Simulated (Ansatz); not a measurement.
# BClH2S2: the cost of one run

Program: Ansatz 0.2.0, Gaussian basis. Level of theory: unrestricted cation, the program's frozen cores in correlated methods. These are calculated values, not measurements.

Plan: UKS PBE-D4/def2-TZVPP; UKS r2SCAN-D4/def2-TZVPP; UKS PBE0-D4/def2-TZVPP; UKS B3LYP-D4/def2-TZVPP; UKS wB97X-V/def2-TZVPP; UKS wB97M-V/def2-TZVPP; UKS B2PLYP/def2-TZVPP; UHF-CCSD(T)/def2-TZVPP; UHF-MP2/def2-QZVPP; extrapolation to the limit; then −ε(HOMO) from the neutral's earlier runs with LDA (SPW92), PBE-D4, revPBE-D4, BLYP-D4, r2SCAN-D4, B97M-V, PBE0-D4, B3LYP-D4, r2SCANh-D4, r2SCAN0-D4, HSE06-D4, BHLYP-D4, CAM-B3LYP-D4, LC-ωPBE, ωB97X-V, ωB97M-V.

### Step 1. The geometry

An earlier PBE0-D4 in a triple-zeta def2 set relaxation fixed the geometry.

SMILES `SB(S)Cl`, 6 atoms, charge 0, spin multiplicity 1.

Atoms are counted from 1 here; the program's logs count them from 0.

Bond lengths: S1–B2 1.795 Å, S1–H5 1.343 Å, B2–S3 1.795 Å, B2–Cl4 1.755 Å, S3–H6 1.344 Å. Angles: B2–S1–H5 96.6°, S1–B2–S3 121.3°, S1–B2–Cl4 121.9°, S3–B2–Cl4 116.8°, B2–S3–H6 96.9°.

Coordinates:

```xyz
6
BClH2S2
S    -0.17134    1.32481   -0.60005
B    -0.12925   -0.36459    0.00622
S     1.12568   -0.90755    1.16894
Cl   -1.30565   -1.56358   -0.50395
H    -1.24751    1.17938   -1.38983
H     1.77027    0.26743    1.27257
```

### Step 2. Cation, UKS PBE-D4/def2-TZVPP

Input file in.yaml:

```yaml
crystal:
  periodic: [false, false, false]
  atoms:
    - {symbol: S, position_ang: [-0.171343, 1.324810, -0.600054]}
    - {symbol: B, position_ang: [-0.129250, -0.364588, 0.006225]}
    - {symbol: S, position_ang: [1.125680, -0.907553, 1.168937]}
    - {symbol: Cl, position_ang: [-1.305650, -1.563576, -0.503952]}
    - {symbol: H, position_ang: [-1.247507, 1.179379, -1.389828]}
    - {symbol: H, position_ang: [1.770271, 0.267427, 1.272573]}
basis:
  gaussian: {orbitals: def2-TZVPP}
total_charge: 1
magnetization: {spin_polarized: true, initial_magnetization: 1}
hamiltonian: {xc: pbe, dispersion: d4}
```

Run with:

```console
ansatz run in.yaml --threads 4 --pin off --events-out ev --progress --plain --max-ram 10444MiB
```

**Question.** How long does this run take on 4 threads of Arm Neoverse V1, shared host, and how much memory does it need?

About 7 s, with a peak of 0.45 GiB.
